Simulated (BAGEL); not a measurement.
# HF/6-31G(d) (density fitting with qzvpp-jkfit, spherical functions) run of C2H5BO (SMILES BOC=C)

Aim: the energy change on altering one bond length of C2H5BO at HF/6-31G* (density fitting with qzvpp-jkfit, spherical functions), from 2 runs. 

The calculation is run with BAGEL 1.2.2.

3 further runs of the same task are left out: 3 set aside as unsound or not needed.

## (1) The molecule

C2H5BO has 9 atoms, charge 0, and is taken as a singlet. SMILES: `BOC=C`. Geometry: relaxed at PBE0-D4/def2-TZVP. This is one conformer, not always the lowest.

Bond lengths: B1–O2 1.350 Å, O2–C3 1.366 Å, C3–C4 1.321 Å, B1–H5 1.193 Å, B1–H6 1.201 Å, C3–H7 1.087 Å, C4–H8 1.081 Å, C4–H9 1.083 Å. Angles: B1–O2–C3 122.1°, O2–C3–C4 121.5°, O2–B1–H5 116.7°, O2–B1–H6 119.8°, O2–C3–H7 114.8°, C4–C3–H7 123.7°, C3–C4–H8 119.7°, C3–C4–H9 121.3°, H5–B1–H6 123.6°, H8–C4–H9 119.0°.

## (2) The energy at HF/6-31G(d) (density fitting with qzvpp-jkfit, spherical functions)

job.json

```json
{ "bagel": [

{
  "title": "molecule",
  "basis": "6-31gs.json",
  "df_basis": "qzvpp-jkfit",
  "angstrom": true,
  "geometry": [
    { "atom": "B", "xyz": [      -0.224500,       1.789200,      -0.267000 ] },
    { "atom": "O", "xyz": [       0.096200,       0.521900,      -0.603800 ] },
    { "atom": "C", "xyz": [       0.011700,      -0.509900,       0.286900 ] },
    { "atom": "C", "xyz": [       0.329600,      -1.745100,      -0.055400 ] },
    { "atom": "H", "xyz": [      -0.114900,       2.614700,      -1.121900 ] },
    { "atom": "H", "xyz": [      -0.597500,       2.033600,       0.847700 ] },
    { "atom": "H", "xyz": [      -0.332700,      -0.228700,       1.279200 ] },
    { "atom": "H", "xyz": [       0.251800,      -2.540000,       0.672900 ] },
    { "atom": "H", "xyz": [       0.668900,      -1.981800,      -1.055800 ] }
  ]
},

{ "title": "hf" },

{ "title": "print", "file": "orbitals.molden", "orbitals": true }

]}
```

The basis set 6-31G* is read from a file made from the Basis Set Exchange's data (not shown).

Run with:

```
BAGEL_NUM_THREADS=1 BAGEL job.json > job.out
```

Standard output:

```text
* using 1 threads per process

  ===============================================================
  ===============================================================

  *** Geometry ***

  { "atom" : "B", "xyz" : [     -0.424244,      3.381098,     -0.504557 ] },
  { "atom" : "O", "xyz" : [      0.181792,      0.986248,     -1.141017 ] },
  { "atom" : "C", "xyz" : [      0.022110,     -0.963571,      0.542162 ] },
  { "atom" : "C", "xyz" : [      0.622854,     -3.297761,     -0.104691 ] },
  { "atom" : "H", "xyz" : [     -0.217130,      4.941067,     -2.120084 ] },
  { "atom" : "H", "xyz" : [     -1.129111,      3.842947,      1.601921 ] },
  { "atom" : "H", "xyz" : [     -0.628712,     -0.432180,      2.417338 ] },
  { "atom" : "H", "xyz" : [      0.475833,     -4.799904,      1.271597 ] },
  { "atom" : "H", "xyz" : [      1.264038,     -3.745059,     -1.995173 ] },

  Number of auxiliary basis functions:      392

  Since a DF basis is specified, we compute 2- and 3-index integrals:
    o Being stored without compression. Storage requirement is 0.014 GB

  Number of basis functions:       66
  Number of electrons      :       30

    * METHOD: MOLECULE                             0.14

  *** RHF ***

  === Nuclear Repulsion ===
   104.8523411663

      * DIIS with orbital gradients will be used.

  === RHF iteration (6-31gs.json) ===
      0       -178.04888394          0.02093328           0.02
      1       -178.15343499          0.01227917           0.02
      2       -178.19141291          0.00232719           0.02
      3       -178.19327057          0.00051176           0.02
      4       -178.19337570          0.00014860           0.02
      5       -178.19338467          0.00004022           0.02
      6       -178.19338594          0.00002355           0.02
      7       -178.19338630          0.00000549           0.02
      8       -178.19338632          0.00000170           0.02
      9       -178.19338632          0.00000081           0.02
     10       -178.19338632          0.00000030           0.02
     11       -178.19338632          0.00000010           0.02
     12       -178.19338632          0.00000003           0.02
     13       -178.19338632          0.00000001           0.02
     14       -178.19338632          0.00000000           0.02
    * SCF iteration converged.

    * Permanent dipole moment:
           (    0.097294,     0.167186,    -0.426003) a.u.

    * METHOD: HF                                   0.46

    * METHOD: PRINT                                0.01

  ===============================================================
```

It took 0.75 s on 1 thread of Arm Neoverse V1, shared host.

## (3) The distorted shape

input.json

```json
{ "bagel": [

{
  "title": "molecule",
  "basis": "6-31gs.json",
  "df_basis": "qzvpp-jkfit",
  "angstrom": true,
  "geometry": [
    { "atom": "B", "xyz": [   -0.319879,    2.159795,   -0.164300 ] },
    { "atom": "O", "xyz": [    0.000821,    0.892495,   -0.501100 ] },
    { "atom": "C", "xyz": [   -0.083679,   -0.139305,    0.389600 ] },
    { "atom": "C", "xyz": [    0.329600,   -1.745100,   -0.055400 ] },
    { "atom": "H", "xyz": [   -0.210279,    2.985295,   -1.019200 ] },
    { "atom": "H", "xyz": [   -0.692879,    2.404195,    0.950400 ] },
    { "atom": "H", "xyz": [   -0.428079,    0.141895,    1.381900 ] },
    { "atom": "H", "xyz": [    0.251800,   -2.540000,    0.672900 ] },
    { "atom": "H", "xyz": [    0.668900,   -1.981800,   -1.055800 ] }
  ]
},
{
  "title": "hf"
},
{
  "title": "print",
  "file": "orbitals.molden",
  "orbitals": true
}

]}
```

The basis set 6-31G* is read from a file made from the Basis Set Exchange's data (not shown).

Run with:

```
BAGEL_NUM_THREADS=1 BAGEL input.json > input.out
```

Standard output:

```text
* using 1 threads per process

  ===============================================================
  ===============================================================

  *** Geometry ***

  { "atom" : "B", "xyz" : [     -0.604484,      4.081421,     -0.310482 ] },
  { "atom" : "O", "xyz" : [      0.001551,      1.686571,     -0.946942 ] },
  { "atom" : "C", "xyz" : [     -0.158130,     -0.263248,      0.736237 ] },
  { "atom" : "C", "xyz" : [      0.622854,     -3.297761,     -0.104691 ] },
  { "atom" : "H", "xyz" : [     -0.397370,      5.641390,     -1.926009 ] },
  { "atom" : "H", "xyz" : [     -1.309352,      4.543270,      1.795996 ] },
  { "atom" : "H", "xyz" : [     -0.808952,      0.268143,      2.611413 ] },
  { "atom" : "H", "xyz" : [      0.475833,     -4.799904,      1.271597 ] },
  { "atom" : "H", "xyz" : [      1.264038,     -3.745059,     -1.995173 ] },

  Number of auxiliary basis functions:      392

  Since a DF basis is specified, we compute 2- and 3-index integrals:
    o Being stored without compression. Storage requirement is 0.014 GB

  Number of basis functions:       66
  Number of electrons      :       30

    * METHOD: MOLECULE                             0.14

  *** RHF ***

  === Nuclear Repulsion ===
    98.3959583095

      * DIIS with orbital gradients will be used.

  === RHF iteration (6-31gs.json) ===
      0       -177.92932689          0.02112311           0.02
      1       -178.02860783          0.01358821           0.02
      2       -178.07639317          0.00224952           0.02
      3       -178.07840990          0.00083863           0.02
      4       -178.07861468          0.00015132           0.02
      5       -178.07863357          0.00008956           0.02
      6       -178.07863822          0.00004240           0.02
      7       -178.07864060          0.00002224           0.02
      8       -178.07864132          0.00000720           0.02
      9       -178.07864139          0.00000474           0.02
     10       -178.07864140          0.00000096           0.02
     11       -178.07864140          0.00000047           0.02
     12       -178.07864140          0.00000017           0.02
     13       -178.07864140          0.00000006           0.02
     14       -178.07864140          0.00000001           0.02
     15       -178.07864140          0.00000001           0.02
    * SCF iteration converged.

    * Permanent dipole moment:
           (    0.142529,    -0.073041,    -0.436925) a.u.

    * METHOD: HF                                   0.50

    * METHOD: PRINT                                0.01

  ===============================================================
```

Wall time 0.79 s (1 thread of Arm Neoverse V1, shared host).

## (4) What came out

Level: HF/6-31G* (density fitting with qzvpp-jkfit, spherical functions).

| quantity | value |
| --- | --- |
| first shape: total energy | -178.19339 Eh |
| first shape: dipole moment | 1.19 D |
| first shape: HOMO energy | -9.76 eV |
| first shape: LUMO energy | 3.62 eV |
| first shape: HOMO–LUMO gap | 13.37 eV |
| distorted shape: total energy | -178.07864 Eh |
| distorted shape: dipole moment | 1.18 D |
| distorted shape: HOMO energy | -7.89 eV |
| distorted shape: LUMO energy | 2.56 eV |
| distorted shape: HOMO–LUMO gap | 10.45 eV |
| energy change with the C3–C4 bond stretched from 1.321 to 1.717 Å | 3.122 eV |

**Reading.** With the C3–C4 bond stretched from 1.321 to 1.717 Å the energy rises by 3.12 eV (72 kcal/mol). The first shape isn't relaxed at this level, so the change isn't measured from a minimum.
